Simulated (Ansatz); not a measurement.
# Cl4Zr: the cost of one run

All numbers below are computed with Ansatz 0.2.0 (RHF/def2-SVP).

**1. Starting point**

Bond lengths: Zr1–Cl2 2.520 Å, Zr1–Cl3 2.520 Å, Zr1–Cl4 2.518 Å, Zr1–Cl5 2.518 Å. Angles: Cl2–Zr1–Cl3 109.5°, Cl2–Zr1–Cl4 109.5°, Cl2–Zr1–Cl5 109.5°, Cl3–Zr1–Cl4 109.5°, Cl3–Zr1–Cl5 109.5°, Cl4–Zr1–Cl5 109.5°.

Structure file:

```xyz
5

Zr    0.0000    0.0000    0.0000
Cl    0.0000    0.0000    2.5200
Cl    2.3764    0.0000   -0.8392
Cl   -1.1869    2.0563   -0.8392
Cl   -1.1869   -2.0563   -0.8392
```

**2. Preparing the start**

The input, input.yaml:

```yaml
crystal:
  periodic: [false, false, false]
  atoms:
    - { symbol: Zr, position_ang: [0.0, 0.0, 0.0] }
    - { symbol: Cl, position_ang: [0.0, 0.0, 2.52] }
    - { symbol: Cl, position_ang: [2.3764, 0.0, -0.8392] }
    - { symbol: Cl, position_ang: [-1.1869, 2.0563, -0.8392] }
    - { symbol: Cl, position_ang: [-1.1869, -2.0563, -0.8392] }
basis:
  gaussian: { orbitals: def2-SVP }
hamiltonian:
  xc: hf
relax:
  f_tol: 0.02
  max_steps: 40
output:
  orbitals: {}
```

On the command line:

```sh
ansatz run input.yaml --threads 1 --pin off --max-ram 2048MiB --backend cpu --events-out ev --progress --plain --runs-dir out
```

Q: Estimate wall time and peak memory on 1 thread of AMD EPYC 9R45 (Zen 5), shared host.

About 6 s, with a peak of 0.25 GiB.
